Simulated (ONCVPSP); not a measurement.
# Mn: generating and testing an ONCV potential

Aim: build the potential from the settings below, then test how well it stands in for the atom: other configurations, scattering, ghost states and the plane-wave cutoff that it needs.

Program: ONCVPSP 4.0.1. Reference atom: LDA (Perdew-Wang 92), scalar-relativistic, spherical and spin-unpolarised. All values are calculated.

## Step 1: Starting point

The settings as typed:

| Property | Result |
| --- | --- |
| element | manganese (Mn, Z = 25) |
| type | optimised norm-conserving Vanderbilt (ONCV) |
| frozen core | [Ne] |
| valence charge | 15 |
| reference configuration | 3s2 3p6 3d5 4s2 |
| partial waves | 3s+4s: rc 1.50 bohr, ncon 4, nbas 9, qcut 8.1 1/bohr, 3 projectors, debl 2 Ha; 3p: rc 1.60 bohr, ncon 5, nbas 9, qcut 9.4 1/bohr, 2 projectors, debl 1.9 Ha; 3d: rc 2.00 bohr, ncon 4, nbas 9, qcut 6.2 1/bohr, 2 projectors, debl 1.8 Ha |
| local potential | polynomial inside 0.90 bohr (lpopt 5, dvloc0 0 Ha) |
| core correction | Teter function, fcfact 4.75, rcfact 1.3 |

An earlier all-electron run gives the scale for the radii.

All-electron outer shells of the reference configuration (LDA (PZ), scalar-relativistic, ld1.x):

| shell | level (eV) | outermost node (bohr) | outermost maximum (bohr) |
| --- | --- | --- | --- |
| 2p | -629.78 | – | 0.19 |
| 3s | -85.40 | 0.34 | 0.74 |
| 3p | -54.49 | 0.31 | 0.75 |
| 3d | -7.01 | – | 0.75 |
| 4s | -5.29 | 1.06 | 2.47 |
| 4p | -1.47 | 1.16 | 3.38 |

## Step 2: Generation

File Mn.dat:

```
# ATOM AND REFERENCE CONFIGURATION
# atsym  z   nc   nv     iexc    psfile
  Mn 25.00    3    4  -001012      upf
#
#   n    l    f
    1    0    2.00
    2    0    2.00
    2    1    6.00
    3    0    2.00
    3    1    6.00
    3    2    5.00
    4    0    2.00
#
# PSEUDOPOTENTIAL AND OPTIMIZATION
# lmax
    2
#
#   l,   rc,      ep,       ncon, nbas, qcut
    0    1.50    0.00    4    9    8.10
    1    1.60    0.00    5    9    9.40
    2    2.00    0.00    4    9    6.20
#
# LOCAL POTENTIAL
# lloc, lpopt,  rc(5),   dvloc0
    4    5    0.90    0.00
#
# VANDERBILT-KLEINMAN-BYLANDER PROJECTORs
# l, nproj, debl
    0    3    2.00
    1    2    1.90
    2    2    1.80
#
# MODEL CORE CHARGE
# icmod, fcfact, rcfact
    3    4.75    1.30
#
# LOG DERIVATIVE ANALYSIS
# epsh1, epsh2, depsh
   -5.00    5.00    0.04
#
# OUTPUT GRID
# rlmax, drl
    6.00    0.01
#
# TEST CONFIGURATIONS
# ncnf
    4
# nvcnf
#   n    l    f
    4
    3    0    2.00
    3    1    6.00
    3    2    5.00
    4    0    1.00
#
    4
    3    0    2.00
    3    1    6.00
    3    2    5.00
    4    0    0.00
#
    4
    3    0    2.00
    3    1    6.00
    3    2    4.00
    4    0    0.00
#
    4
    3    0    2.00
    3    1    6.00
    3    2    6.00
    4    0    0.00
#
```

Started as:

```console
oncvpsp.x < Mn.dat > Mn.out
```

**Question.** What will these runs give? Wanted: cutoffs for 1 and 0.1 mHa per electron, occupied waves; bound ghosts; GHOST(+) flags; largest test error; largest phase difference near zero energy, channels read; rms error of d²Exc/dn², without and with the model core; projector energies reset by the program.

**Answer**, as computed:

| quantity | value |
| --- | --- |
| cutoffs for 1 and 0.1 mHa per electron, occupied waves | 29 Ha and 72 Ha |
| bound ghosts | none found |
| GHOST(+) flags | s at 508 eV |
| largest test error (AE − PS) | +202 meV, for 3s2 3p6 3d6 4s0 |
| largest phase difference near zero energy, channels read | 0.001 rad |
| rms error of d²Exc/dn², without and with the model core | 4.40 and 2.36 mHa |
| projector energies reset by the program | p: -2.002, 0.250 Ha |

In words: The worst unpolarised test, 3s2 3p6 3d6 4s0, is off by 202 meV on 7.0 eV; by total energies transferability rates as poor. It counts as of middling hardness, with 29 Ha needed at the looser tolerance. At the looser tolerance the 3p wave is the slowest; 3d needs 20 Ha. The program's ghost test flags no bound state. Near zero energy the phases of the channels with partial waves agree within 0.001 rad. The program also flags highly localised states, GHOST(+) (s). These are tests on the free atom; a crystal test is still owed.
